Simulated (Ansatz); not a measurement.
**Rh: a test of stability by relaxation**

This session takes Rh and sets out to disturb the structure and relax it again.

Program: Ansatz 0.2.0. Level of theory: DFT PBEsol, scalar-relativistic, plane waves, PAW. These are calculated values, not measurements.

2 further runs of the same task are left out: 2 set aside as unsound or not needed.

## 1. The structure to begin with

It takes space group Fm-3m (No. 225, cubic). Conventional cell: a = 3.780 Å, b = 3.780 Å, c = 3.780 Å, α = 90.00°, β = 90.00°, γ = 90.00°. Rh (site symmetry m-3m) has 12 Rh at 2.67 Å as nearest neighbours.

As a file:

```
CELL_PARAMETERS angstrom
3.77999 0.00000 0.00000
0.00000 -3.77999 0.00000
0.00000 0.00000 -3.77999
ATOMIC_POSITIONS crystal
Rh 0.00000 0.50000 0.50000
Rh 0.50000 0.00000 0.50000
Rh 0.50000 0.50000 0.00000
Rh 0.00000 0.00000 0.00000
```

It is built from the cell relaxed beforehand with the same method (13.50 Å³/atom).

## 2. The reference: the undisturbed cell on the scan's mesh

Input file input.yaml:

```yaml
crystal:
  lattice:
    - [3.7799931606, 0.0, 0.0]
    - [0.0, -3.7799931606, 0.0]
    - [0.0, 0.0, -3.7799931606]
  atoms:
    - { symbol: Rh, position: [0.0, 0.5, 0.5] }
    - { symbol: Rh, position: [0.5, 0.0, 0.5] }
    - { symbol: Rh, position: [0.5, 0.5, 0.0] }
    - { symbol: Rh, position: [0.0, 0.0, 0.0] }
basis:
  ecutwfc: 420
kpoints:
  mp_grid: { grid: [10, 10, 10] }
hamiltonian:
  xc: pbesol
scf:
  occupations: { method: gaussian, width: 0.15 }
output:
  forces: true
  stress: true
  eigenvalues: true
```

Run with:

```console
ansatz run input.yaml --threads 1 --pin off --max-ram 2560MiB --backend cpu --events-out ev --progress --plain --runs-dir out
```

Further runs follow: single point of the disturbed structure; relaxation of the disturbed structure.

What does the calculation give? Wanted: end of the relaxation, from the reference; final space group.

**Answer**, as computed:

| quantity | value |
| --- | --- |
| cost of the disturbance | 458.3 meV/atom |
| end of the relaxation, from the reference | +0.0 meV/atom |
| final space group | Fm-3m (tolerance 0.05 Å; reference Fm-3m) |

**Reading.** It comes back to the reference (within 1.5 meV/atom), so the structure resists this disturbance.
